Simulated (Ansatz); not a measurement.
# NiO: the cost of one run

Method: DFT r2SCAN, PAW, plane waves, scalar-relativistic, in Ansatz 0.2.0.

## 1. Starting point

The structure is cubic, space group Fm-3m (No. 225). The conventional cell has a = 4.194 Å, b = 4.194 Å, c = 4.194 Å, α = 90.00°, β = 90.00°, γ = 90.00°. Ni (site symmetry m-3m) has 6 O at 2.10 Å as nearest neighbours. Around O (site symmetry m-3m) lie 6 Ni at 2.10 Å.

Coordinates:

```cif
data_structure
_symmetry_space_group_name_H-M 'Fm-3m'
_symmetry_Int_Tables_number 225
_cell_length_a 4.1939
_cell_length_b 4.1939
_cell_length_c 4.1939
_cell_angle_alpha 90.000
_cell_angle_beta 90.000
_cell_angle_gamma 90.000
_cell_volume 73.77
loop_
_atom_site_label
_atom_site_type_symbol
_atom_site_symmetry_multiplicity
_atom_site_Wyckoff_symbol
_atom_site_fract_x
_atom_site_fract_y
_atom_site_fract_z
_atom_site_occupancy
Ni1 Ni 4 a 0.00000 0.00000 0.00000 1
O1 O 4 b 0.50000 0.00000 0.00000 1
```

In tables a label like O4 counts atoms in the order of input.yaml; a structure file may count by element.

The first starts: parallel moments, plain SCF; opposed moments +-, plain SCF; no spin polarisation; spin on, no moments given (the program may seed its own), plain SCF. What is tried next depends on their ends.

A plain SCF has the search for lower states switched off and ends at the first converged state. 

The total moment includes the space between the atomic spheres.

## 2. Parallel moments, plain SCF

Input file input.yaml:

```yaml
crystal:
  lattice:
    - [0.0, 4.1939, 4.1939]
    - [2.09695, 0.0, 2.09695]
    - [2.09695, 2.09695, 0.0]
  atoms:
    - { symbol: Ni, position: [0.0, 0.0, 0.0], spin: 2.0 }
    - { symbol: Ni, position: [0.5, 0.0, 0.0], spin: 2.0 }
    - { symbol: O, position: [0.25, 0.5, 0.5] }
    - { symbol: O, position: [0.75, 0.5, 0.5] }
magnetization:
  spin_polarized: true
hamiltonian:
  xc: r2scan
  pseudopotentials: { kind: paw }
basis:
  ecutwfc: 500
kpoints:
  mp_grid: { grid: [4, 8, 8] }
scf:
  occupations: { method: fermi_dirac, width: 0.05 }
  lower_state_search: "off"
output:
  forces: true
  stress: true
```

Q: Estimate wall time and peak memory on 2 threads of an Arm CPU, shared host.

About 13 s, with a peak of 0.48 GiB.
